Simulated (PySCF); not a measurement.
**C4H9As: electronic excitations**

Wanted: the electronic excitations of C4H9As (`C=C(C)C[AsH2]`), by calculation.

Computed with PySCF 2.14.0, with density-fitted response routines of our own, on a single molecule in the gas phase. Atoms are numbered from 0 throughout.

## 1. Starting geometry

14 atoms, charge 0, multiplicity 1; geometry from: GFN2-xTB.

Bonds of the start (Å): C0–C1 1.32, C1–C2 1.50, C1–C3 1.49, C3–As4 2.00, C0–H5 1.08, C0–H6 1.08, C2–H7 1.09, C2–H8 1.09, C2–H9 1.09, C3–H10 1.10, C3–H11 1.09, As4–H12 1.50, As4–H13 1.50.

## 2. TDDFT and polarisability: CAM-B3LYP/def2-SVPD

What the job is given:

```
{"job": {"kind": "uv", "xc": "CAM-B3LYP", "basis": "def2-SVPD", "nstates": 8, "ntriplets": 3}, "charge": 0, "multiplicity": 1}
C     -0.830174     1.203961     0.996773
C     -0.546106     0.117269     0.294235
C     -1.487823    -0.456918    -0.718946
C      0.755885    -0.598344     0.423970
As     1.903562    -0.255044    -1.181106
H     -0.141573     1.606187     1.721675
H     -1.763710     1.728804     0.883365
H     -2.378368     0.156701    -0.826468
H     -0.984740    -0.526308    -1.688637
H     -1.788094    -1.463848    -0.428386
H      0.591602    -1.680007     0.470540
H      1.287471    -0.286227     1.324555
H      2.217658     1.160661    -0.795712
H      3.163732    -0.707361    -0.498022
```

With the program's defaults for keys left out, this is: TDDFT CAM-B3LYP/def2-SVPD, vertical, gas phase, core orbitals frozen in the response.

The run is started by

```console
$ OMP_NUM_THREADS=1 python probes_run.py task.json out
```

This one command runs all jobs of the session in turn.

What will the session give for the following? lowest singlet (CAM-B3LYP/def2-SVPD); brightest single state of those computed; lowest triplet; surface potential, 1st and 99th percentile. Wanted: lowest singlet; brightest single state of those computed; lowest triplet; surface potential, 1st and 99th percentile.

**Answer**, as computed:

| quantity | value |
| --- | --- |
| lowest singlet (CAM-B3LYP/def2-SVPD) | 6.12 eV (202 nm), f = 0.085 |
| brightest single state of those computed | state 5, 7.12 eV, f = 0.177 |
| lowest triplet | 4.25 eV |
| surface potential, 1st and 99th percentile | -0.65 V and 0.81 V |

**Reading.** The lowest singlet, at 6.12 eV, is HOMO→LUMO 0.92 and is bright; of the 8 states computed, the strongest absorption comes from state 5 at 7.12 eV. The lowest triplet lies 1.87 eV below the lowest singlet (triplets in Tamm-Dancoff, singlets in full TDDFT).
